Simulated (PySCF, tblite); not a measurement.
**C₅H₁₁OPSe: geometry, infrared bands and NMR shifts**

Wanted: the infrared bands and NMR shifts of C₅H₁₁OPSe (`CP1(=[Se])CCOCC1`), by calculation.

Programs: tblite 0.8.0 and PySCF 2.14.0, with density-fitted response routines of our own. Each step states its level of theory. These are calculated values for one molecule in the gas phase, unless marked as measured. Atoms count from 0, in the outputs and in this text.

### 1 Starting geometry

19 atoms, charge 0, multiplicity 1; geometry from: force field or distance geometry start.

Bonds of the start (Å): C0–P1 1.81, P1–Se2 2.13, P1–C3 1.80, C3–C4 1.53, C4–O5 1.41, O5–C6 1.37, C6–C7 1.50, C7–P1 1.79, C0–H8 1.12, C0–H9 1.11, C0–H10 1.10, C3–H11 1.10, C3–H12 1.11, C4–H13 1.09, C4–H14 1.11, C6–H15 1.12, C6–H16 1.12, C7–H17 1.12, C7–H18 1.11.

### 2 Relaxing the molecule with GFN2-xTB

The job: settings as JSON, then the geometry in Å.

```
{"job": {"kind": "relax", "xc": "GFN2-xTB", "basis": "xTB"}, "charge": 0, "multiplicity": 1}
C      2.352700    -0.555100    -0.828200
P      0.888900    -0.025900     0.085900
Se     1.653000     0.931100     1.830700
C      0.050300     1.410300    -0.615200
C     -1.357300     1.331400    -0.012200
O     -1.939300     0.238200    -0.681700
C     -1.759300    -0.853200     0.128200
C     -0.340700    -1.313300     0.308700
H      2.323900    -1.658700    -1.012300
H      3.224000    -0.324000    -0.174400
H      2.484900    -0.021400    -1.781400
H     -0.099400     1.282900    -1.700800
H      0.520400     2.370400    -0.331300
H     -1.916200     2.261300    -0.143400
H     -1.211000     1.056900     1.054300
H     -2.354100    -1.717300    -0.253600
H     -2.140100    -0.569300     1.147900
H     -0.262900    -1.671500     1.365500
H     -0.127500    -2.163500    -0.379300
```

Command:

```sh
> OMP_NUM_THREADS=1 python probes_run.py task.json out
```

One launch serves the whole session: the jobs run in the order shown.

**Question.** This job is followed by: GFN2-xTB harmonic vibrations, gas phase; GIAO PBE0/pcSseg-1 NMR shielding, non-relativistic, gas phase. Predict these results of the whole session: strongest single infrared mode (GFN2-xTB); zero-point energy (GFN2-xTB); ¹³C shifts against TMS (PBE0/pcSseg-1, means over atoms taken as alike); ¹H shifts against TMS (PBE0/pcSseg-1, means over atoms taken as alike); ³¹P shifts against H3PO4 (PBE0/pcSseg-1); ⁷⁷Se shifts against Me2Se (PBE0/pcSseg-1); ¹⁷O shifts against H2O (PBE0/pcSseg-1).

The runs gave:

| quantity | value |
| --- | --- |
| strongest single infrared mode (GFN2-xTB) | 917 cm⁻¹, 111 km/mol |
| zero-point energy (GFN2-xTB) | 95.6 kcal/mol |
| ¹³C shifts against TMS (PBE0/pcSseg-1, means over atoms taken as alike) | 66.7, 38.2, 28.1 ppm |
| ¹H shifts against TMS (PBE0/pcSseg-1, means over atoms taken as alike) | 4.54, 4.25, 1.99, 1.72, 1.37 ppm |
| ³¹P shifts against H3PO4 (PBE0/pcSseg-1) | 21.0 ppm |
| ⁷⁷Se shifts against Me2Se (PBE0/pcSseg-1) | -469 ppm |
| ¹⁷O shifts against H2O (PBE0/pcSseg-1) | 53.7 ppm |

Over 116 steps the energy fell by 1.117 eV; of the close pairs, P1–C7 changed most, 1.794 to 1.841 Å. No mode is imaginary among the 51: a minimum at this level. The strongest single mode, at 917 cm⁻¹, is spread over many atoms; the largest shares are those of C6, C4. Unscaled tight-binding wavenumbers are off by several per cent, some by more. Its intensities can rank the bands wrongly. C4, C6 (mean) (sp3 CH2 bonded to O) lies farthest downfield among carbon, at 66.7 ppm; deshielded by the electronegative neighbour. At PBE0/pcSseg-1: Shielding is most anisotropic at Se2 (span 367 ppm, paramagnetic term -773 ppm). Spin-orbit coupling is left out, which matters for shieldings and couplings at and beside the heavy atoms.
